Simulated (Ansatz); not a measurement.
# BaWO4: the cost of one run

Computed with Ansatz 0.2.0 (DFT PBEsol, scalar-relativistic, plane waves, PAW, and further levels as typed in the inputs, unless a step's input says otherwise).

### 1 Starting point

Symmetry: I4_1/a, No. 88, tetragonal system. Conventional cell: a = 5.667 Å, b = 5.667 Å, c = 12.739 Å, α = 90.00°, β = 90.00°, γ = 90.00°. Ba (site symmetry -4) is surrounded by 8 O at 2.76 to 2.80 Å. Around W (site symmetry -4) lie 4 O at 1.79 Å. Around O (site symmetry 1) lie 1 W at 1.79 Å.

Coordinates:

```cif
data_structure
_symmetry_space_group_name_H-M 'P 1'
_symmetry_Int_Tables_number 1
_cell_length_a 7.5249
_cell_length_b 7.5249
_cell_length_c 7.5249
_cell_angle_alpha 135.762
_cell_angle_beta 135.762
_cell_angle_gamma 64.349
_cell_volume 204.53
loop_
_atom_site_label
_atom_site_type_symbol
_atom_site_fract_x
_atom_site_fract_y
_atom_site_fract_z
_atom_site_occupancy
Ba1 Ba 0.25000 0.75000 0.50000 1
Ba2 Ba 0.50000 0.50000 0.00000 1
W1 W 0.75000 0.25000 0.50000 1
W2 W 0.00000 0.00000 0.00000 1
O1 O 0.15214 0.04689 0.35624 1
O2 O 0.69065 0.79590 0.64376 1
O3 O 0.05935 0.45410 0.85624 1
O4 O 0.54590 0.40214 0.60525 1
O5 O 0.20410 0.84786 0.89475 1
O6 O 0.95311 0.30935 0.10525 1
O7 O 0.79689 0.94065 0.39475 1
O8 O 0.59786 0.20311 0.14376 1
```

The structure rests on an entry of the Materials Project (structure only); cell or positions may have been set otherwise for this series.

### 2 Relaxing cell and atoms: BaWO4, no spin

Input file input.yaml:

```yaml
crystal:
  lattice:
    - [-2.833365905, 2.833365905, 6.36926687]
    - [2.833365905, -2.833365905, 6.36926687]
    - [2.833365905, 2.833365905, -6.36926687]
  atoms:
    - { symbol: Ba, position: [0.25, 0.75, 0.5] }
    - { symbol: Ba, position: [0.5, 0.5, 0.0] }
    - { symbol: W, position: [0.75, 0.25, 0.5] }
    - { symbol: W, position: [0.0, 0.0, 0.0] }
    - { symbol: O, position: [0.15214477, 0.04689186, 0.35623995] }
    - { symbol: O, position: [0.69065191, 0.79590482, 0.64376005] }
    - { symbol: O, position: [0.05934809, 0.45409518, 0.85623995] }
    - { symbol: O, position: [0.54590482, 0.40214477, 0.60525291] }
    - { symbol: O, position: [0.20409518, 0.84785523, 0.89474709] }
    - { symbol: O, position: [0.95310814, 0.30934809, 0.10525291] }
    - { symbol: O, position: [0.79689186, 0.94065191, 0.39474709] }
    - { symbol: O, position: [0.59785523, 0.20310814, 0.14376005] }
scf:
  occupations: { method: fixed }
output:
  forces: true
  stress: true
  eigenvalues: true
  write_density: true
  write_potential: true
  elf: true
  volumetric_format: npy
kpoints:
  mp_grid: { grid: [6, 6, 6] }
hamiltonian:
  xc: pbesol
relax:
  f_tol: 0.005
  max_steps: 60
  cell: { stress_tol: 0.03 }
```

Launch:

```bash
$ ansatz run input.yaml --threads 4 --pin off --max-ram 12288MiB --backend cpu --events-out ev --progress --plain --runs-dir out
```

**Question.** How long does this run take on 4 threads of Intel Xeon 6975P-C (Granite Rapids), shared host, and how much memory does it need?

About 37 s, with a peak of 0.95 GiB.
